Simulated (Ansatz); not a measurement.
**Ge2H4F2: ionisation energy by level of theory**

The task here is to estimate one member of a computed series from the others.

Computed with Ansatz 0.2.0, Gaussian basis. Level: unrestricted cation, the program's frozen cores in correlated methods.

Plan: UKS PBE-D4/def2-TZVPP; UKS r2SCAN-D4/def2-TZVPP; UKS PBE0-D4/def2-TZVPP; UKS B3LYP-D4/def2-TZVPP; UKS wB97X-V/def2-TZVPP; UKS wB97M-V/def2-TZVPP; UKS B2PLYP/def2-TZVPP; UHF-CCSD(T)/def2-TZVPP; UHF-MP2/def2-QZVPP; extrapolation to the limit; then −ε(HOMO) from the neutral's earlier runs with LDA (SPW92), PBE-D4, revPBE-D4, BLYP-D4, r2SCAN-D4, B97M-V, PBE0-D4, B3LYP-D4, r2SCANh-D4, r2SCAN0-D4, HSE06-D4, BHLYP-D4, CAM-B3LYP-D4, LC-ωPBE, ωB97X-V, ωB97M-V.

**The geometry**

All runs share one geometry, relaxed beforehand with PBE0-D4 in a triple-zeta def2 set.

SMILES `[F][GeH]([F])[GeH3]`, 8 atoms, charge 0, spin multiplicity 1.

Atoms are counted from 1 here; the program's logs count them from 0.

Bond lengths: F1–Ge2 1.734 Å, Ge2–F3 1.734 Å, Ge2–Ge4 2.425 Å, Ge2–H5 1.537 Å, Ge4–H6 1.533 Å, Ge4–H7 1.533 Å, Ge4–H8 1.531 Å. Angles: F1–Ge2–F3 104.0°, F1–Ge2–Ge4 108.4°, F1–Ge2–H5 106.2°, F3–Ge2–Ge4 108.4°, F3–Ge2–H5 106.2°, Ge4–Ge2–H5 122.1°, Ge2–Ge4–H6 108.5°, Ge2–Ge4–H7 108.5°, Ge2–Ge4–H8 108.4°, H6–Ge4–H7 110.0°, H6–Ge4–H8 110.7°, H7–Ge4–H8 110.7°.

Set-up of the first run:

The input, in.yaml:

```yaml
crystal:
  periodic: [false, false, false]
  atoms:
    - {symbol: F, position_ang: [1.031701, -1.038397, 1.834545]}
    - {symbol: Ge, position_ang: [1.102943, -0.251646, 0.290489]}
    - {symbol: F, position_ang: [1.643406, -1.496689, -0.789298]}
    - {symbol: Ge, position_ang: [-1.146593, 0.391103, -0.346727]}
    - {symbol: H, position_ang: [2.249929, 0.767623, 0.379921]}
    - {symbol: H, position_ang: [-1.662064, 1.425740, 0.660723]}
    - {symbol: H, position_ang: [-1.098834, 1.005389, -1.750832]}
    - {symbol: H, position_ang: [-2.028287, -0.860224, -0.334623]}
basis:
  gaussian: {orbitals: def2-TZVPP}
total_charge: 1
magnetization: {spin_polarized: true, initial_magnetization: 1}
hamiltonian: {xc: pbe, dispersion: d4}
```

Launch:

```console
ansatz run in.yaml --threads 2 --pin off --events-out ev --progress --plain --max-ram 32768MiB --backend cpu
```

Among the steps run: Cation, UKS PBE-D4/def2-TZVPP; Cation, UKS r2SCAN-D4/def2-TZVPP; Cation, UKS PBE0-D4/def2-TZVPP; Cation, UKS B3LYP-D4/def2-TZVPP; Cation, UKS wB97X-V/def2-TZVPP; Cation, UKS wB97M-V/def2-TZVPP; Cation, UKS B2PLYP (frozen core)/def2-TZVPP; Cation, UHF-CCSD(T)/def2-TZVPP; Cation, UHF-MP2/def2-QZVPP.

One table of the session follows, with a row left open; its other results are not shown here.

For comparison, −ε(HOMO) of the neutral from earlier runs:

```
  functional  −ε(HOMO) (eV)
 LDA (SPW92)              ?
      PBE-D4           7.44
   revPBE-D4           7.39
     BLYP-D4           7.33
   r2SCAN-D4           7.78
      B97M-V           7.89
     PBE0-D4           8.72
    B3LYP-D4           8.51
  r2SCANh-D4           8.24
  r2SCAN0-D4           8.93
    HSE06-D4           8.32
    BHLYP-D4           9.87
CAM-B3LYP-D4          10.01
     LC-ωPBE          11.27
     ωB97X-V          10.96
     ωB97M-V          10.78
```

Q: Estimate the row for LDA (SPW92) from the others.

As computed: −ε(HOMO) (eV): 7.57. In the column «−ε(HOMO) (eV)» it lies between PBE-D4 (7.44) and r2SCAN-D4 (7.78).
